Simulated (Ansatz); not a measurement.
**ZrCl (quartet): the correlation ladder, def2-QZVPP**

The task here is to estimate one member of a computed series from the others.

Program: Ansatz 0.2.0, Gaussian basis. Level of theory: def2-QZVPP, core rule «outside noble gas», up to 9 orbitals frozen. These are calculated values, not measurements.

The runs, in order: UHF; ROHF; CCSD(T) on UHF.

2 further runs of the same task are left out: 2 set aside as unsound or not needed.

### The geometry

The geometry is a PBE0/def2-TZVP stationary point (not a proven minimum) of the parent state, kept for this charge and spin. No spin-orbit coupling is included. Elements past krypton take def2 core potentials.

2 atoms, charge 0, spin multiplicity 4.

Atoms are counted from 1 here; the program's logs count them from 0.

Bond lengths: Zr1–Cl2 2.304 Å.

Geometry (Å):

```xyz
2
ClZr
Zr    0.00000    0.00000    0.00000
Cl    0.00000    0.00000    2.30450
```

Set-up of the first run:

Input file in.yaml:

```yaml
crystal:
  periodic: [false, false, false]
  atoms:
    - {symbol: Zr, position_ang: [0.000000, 0.000000, 0.000000]}
    - {symbol: Cl, position_ang: [0.000000, 0.000000, 2.304496]}
basis:
  gaussian: {orbitals: "def2-QZVPP.json"}
magnetization: {spin_polarized: true, initial_magnetization: 3}
hamiltonian: {xc: hf}
output: {orbitals: {seedname: orbitals}}
```

The run is started by

```console
> ansatz run in.yaml --threads 1 --pin off --events-out ev --progress --plain --max-ram 3968MiB --backend cpu
```

Steps of the session up to this table: UHF; ROHF; CCSD(T) on UHF.

One table of the session follows, with a row left open; its other results are not shown here.

It belongs to the step «Misses and costs». 

```
  method  from UCCSD(T) (kJ/mol)
    ROHF                  +768.8
     UHF                  +755.5
    UMP2                       ?
   UCCSD                   +35.0
UCCSD(T)                       0
```

**Question.** Estimate the row for UMP2.

As computed: from UCCSD(T) (kJ/mol): +86.1. In the column «from UCCSD(T) (kJ/mol)» it lies between UCCSD (+35.0) and UHF (+755.5).
